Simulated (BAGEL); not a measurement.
**CH6Ge (methyl germane) at CIS/aug-cc-pVDZ (density fitting with cc-pvtz-jkfit)**

Wanted: the excited states of CH6Ge (methyl germane). 

Program for the calculation: BAGEL 1.2.2.

## (1) Starting point

The species is CH6Ge (8 atoms), meant as a singlet with charge 0. SMILES: `[CH3][GeH3]`. The C1–Ge2 distance was set to 2.441 Å, away from the relaxed value.

Bond lengths: C1–H3 1.090 Å, C1–H4 1.090 Å, C1–H5 1.091 Å, Ge2–H6 1.539 Å, Ge2–H7 1.539 Å, Ge2–H8 1.539 Å. Angles: H3–C1–H4 108.6°, H3–C1–H5 108.6°, H4–C1–H5 108.6°, H6–Ge2–H7 108.5°, H6–Ge2–H8 108.5°, H7–Ge2–H8 108.5°. A long bond or contact: C1–Ge2 2.441 Å.

## (2) The vertical excitations at CIS/aug-cc-pVDZ (density fitting with cc-pvtz-jkfit)

The input, calc.json:

```json
{ "bagel" : [

{
  "title" : "molecule",
  "basis" : "aug-cc-pvdz.json",
  "df_basis" : "cc-pvtz-jkfit",
  "angstrom" : "true",
  "geometry" : [
    { "atom" : "C", "xyz" : [   -0.462849,    0.283349,   -1.425921 ] },
    { "atom" : "Ge", "xyz" : [    0.296900,   -0.181900,    0.846700 ] },
    { "atom" : "H", "xyz" : [   -1.532049,    0.497249,   -1.431021 ] },
    { "atom" : "H", "xyz" : [    0.066851,    1.145249,   -1.832921 ] },
    { "atom" : "H", "xyz" : [   -0.276549,   -0.576351,   -2.070521 ] },
    { "atom" : "H", "xyz" : [    0.030700,    1.028200,    1.760100 ] },
    { "atom" : "H", "xyz" : [    1.807100,   -0.479600,    0.857700 ] },
    { "atom" : "H", "xyz" : [   -0.445700,   -1.401200,    1.422100 ] }
  ]
},
{ "title" : "hf" },
{ "title" : "cis", "nstate" : 2 }

]}
```

The basis set aug-cc-pVDZ is read from a file made from the Basis Set Exchange's data (not shown).

On the command line:

```
$ BAGEL_NUM_THREADS=1 BAGEL calc.json > calc.out
```

**Question.** What will come out? Wanted: ground-state or mean-field energy; lowest excitation energy.

Computed results:

Level: CIS/aug-cc-pVDZ (density fitting with cc-pvtz-jkfit).

| quantity | value |
| --- | --- |
| ground-state or mean-field energy | -2116.64946 Eh |
| lowest excitation energy | 7.02 eV |

**Reading.** The brightest of the 2 transitions from the ground state lies at 7.54 eV (164 nm, f = 0.556); the lowest, at 7.02 eV, has f = 0.456.
